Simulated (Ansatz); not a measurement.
Below is the output of a Python script on Ansatz 0.2.0 through its Python package that makes a ladder of methods at one geometry of C2H6BrSi2, SMILES [SiH3]/[C]=C/[SiH2]Br. Write a script that gives it. Level of theory (for the species named): B3LYP, def2-SVP basis, multiplicity 2. The script varies functional: b3lyp, r2scan, pbe0, lda, r2scan0.

```xyz
11

Si   -2.3081    0.2306    0.1800
C    -0.5384   -0.0392    0.6305
C     0.4244   -0.0020   -0.2886
Si    2.1740   -0.2779    0.2149
Br    3.5086   -0.1412   -1.5978
H    -2.4625    1.5653   -0.4174
H    -3.1409    0.1331    1.3878
H    -2.7271   -0.7920   -0.7900
H     0.1957    0.1887   -1.3328
H     2.5695    0.7463    1.1930
H     2.3048   -1.6116    0.8203
```

```console
$ python methods.py
functional    E (Ha)        dipole (D)   HOMO (eV)  LUMO (eV)
b3lyp        -3232.415043     1.299      -6.918     -3.216
r2scan       -3232.238003     1.365      -6.345     -3.464
pbe0         -3231.703454     1.378      -7.277     -2.852
lda          -3225.685224     1.260      -5.786     -4.396
r2scan0      -3232.221598     1.450      -7.624     -2.482
```

One script that gives this output:

`methods.py`:
```python
"""One geometry of C2H6BrSi2, method by method."""

from pathlib import Path

import ansatz as az
import numpy as np


def main() -> None:
    mol = (
        az.Crystal.molecule()
        .atom("Si", [-2.3081, 0.2306, 0.18])
        .atom("C", [-0.5384, -0.0392, 0.6305])
        .atom("C", [0.4244, -0.002, -0.2886])
        .atom("Si", [2.174, -0.2779, 0.2149])
        .atom("Br", [3.5086, -0.1412, -1.5978])
        .atom("H", [-2.4625, 1.5653, -0.4174])
        .atom("H", [-3.1409, 0.1331, 1.3878])
        .atom("H", [-2.7271, -0.792, -0.79])
        .atom("H", [0.1957, 0.1887, -1.3328])
        .atom("H", [2.5695, 0.7463, 1.193])
        .atom("H", [2.3048, -1.6116, 0.8203])
    )

    job = mol.calculation().basis(gaussian="def2-SVP").spin("collinear", total=1)

    print("functional    E (Ha)        dipole (D)   HOMO (eV)  LUMO (eV)")
    for name in ["b3lyp", "r2scan", "pbe0", "lda", "r2scan0"]:
        rep = job.functional(name).forces().orbitals().run(threads=1, backend="cpu", runs_dir="runs").report
        lines = Path(rep["orbitals_path"]).read_text().splitlines()
        field_of = lambda key: [line.split("=")[1].strip() for line in lines if line.startswith(key)]
        orbitals = [(27.211386 * float(e), s, float(n)) for e, s, n in zip(field_of("Ene="), field_of("Spin="), field_of("Occup="))]
        homo = max(e for e, _, n in orbitals if n > 0.5)
        lumo = min(e for e, _, n in orbitals if n < 0.5)
        dipole = 4.803205 * np.linalg.norm(rep["charge_distribution"]["dipole_moment_e_ang"])
        print(f"{name:10s} {rep['free_energy_ev'] / 27.211386246:14.6f} {dipole:9.3f} {homo:11.3f} {lumo:10.3f}")


if __name__ == "__main__":
    main()
```

Caveats:
- These settings explore the input space; basis and method may be short of convergence.
- The geometry is a force-field or estimated start, not a minimum of this method, and the basis set is short of its limit. A lower total doesn't mark the better method: functionals have no common bound, and MP2 and coupled cluster aren't variational.
- The species is open-shell (spin multiplicity 2).
- b3lyp holds the VWN-RPA fit, as in Gaussian; the form of ORCA and Turbomole is b3lyp5.
- Levels such as HOMO and LUMO are orbital energies: with these approximate functionals they aren't the ionisation energy and electron affinity, and their gap isn't the fundamental gap.
- Wall time of the script: 51 s on 1 thread of Intel(R) Xeon(R) Processor @ 2.30GHz, on a shared host, peak memory 0.64 GiB.
